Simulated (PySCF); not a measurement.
# From one method to the next for CdF

What do other methods print for CdF?

Program: PySCF 2.14.0. Level of theory: each script names its method and basis. These are calculated values, not measurements.

2 further runs of the same task are left out: 2 that didn't finish.

### Step 1. The starting structure

CdF: 2 atoms, charge 0, spin multiplicity 2.

Bond lengths: Cd1–F2 1.968 Å.

### Step 2. The base run

input.py

```python
from pyscf import gto, dft

mol = gto.M(
    atom='Cd 0 0 0; F 0 0 1.968',
    basis='def2-svp',
    ecp={'Cd': 'def2-svp'},
    charge=0,
    spin=1,
    verbose=3,
)
mf = dft.UKS(mol, xc='wb97x')
mf.kernel()
mf.stability(internal=True, external=True)
mf.dip_moment()
print('orbital energies (hartree):', [e[max(0, n-3):n+3].round(4) for e, n in zip(mf.mo_energy, mol.nelec)])
```

The run is started by

```bash
> OMP_NUM_THREADS=1 python input.py
```

### Step 3. B3pw91

Variant 1 changes functional: wb97x → b3pw91.

input.py, as its differences from that of step 2:

```diff
@@ -10,3 +10,3 @@
 )
-mf = dft.UKS(mol, xc='wb97x')
+mf = dft.UKS(mol, xc='b3pw91')
 mf.kernel()
```

### Step 4. Slater,

Variant 2 changes functional: wb97x → slater,.

input.py, as its differences from that of step 2:

```diff
@@ -10,3 +10,3 @@
 )
-mf = dft.UKS(mol, xc='wb97x')
+mf = dft.UKS(mol, xc='slater,')
 mf.kernel()
```

### Step 5. SCF alone

Variant 3 changes step after the SCF: stability → none.

input.py, as its differences from that of step 2:

```diff
@@ -12,3 +12,2 @@
 mf.kernel()
-mf.stability(internal=True, external=True)
 mf.dip_moment()
```

Q: Predict the outcome of this session. Wanted: for each run, E(SCF); from base; SCF dipole; after the SCF.

As calculated:

```tsv
run	E(SCF) (hartree)	from base (eV)	SCF dipole (D)	after the SCF
base	-267.466041	0	3.22	unstable: UHF/UKS -> GHF/GKS
b3pw91	-267.525393	not comparable	3.09	unstable: UHF/UKS -> GHF/GKS
slater, (poor choice)	-264.556420	not comparable	2.30	unstable: UHF/UKS -> GHF/GKS
SCF alone	-267.466041	0.0000	3.22	n/a
```

**Reading.** A lower total energy from another functional means nothing by itself. Rows marked «poor choice» come from settings spoiled on purpose.
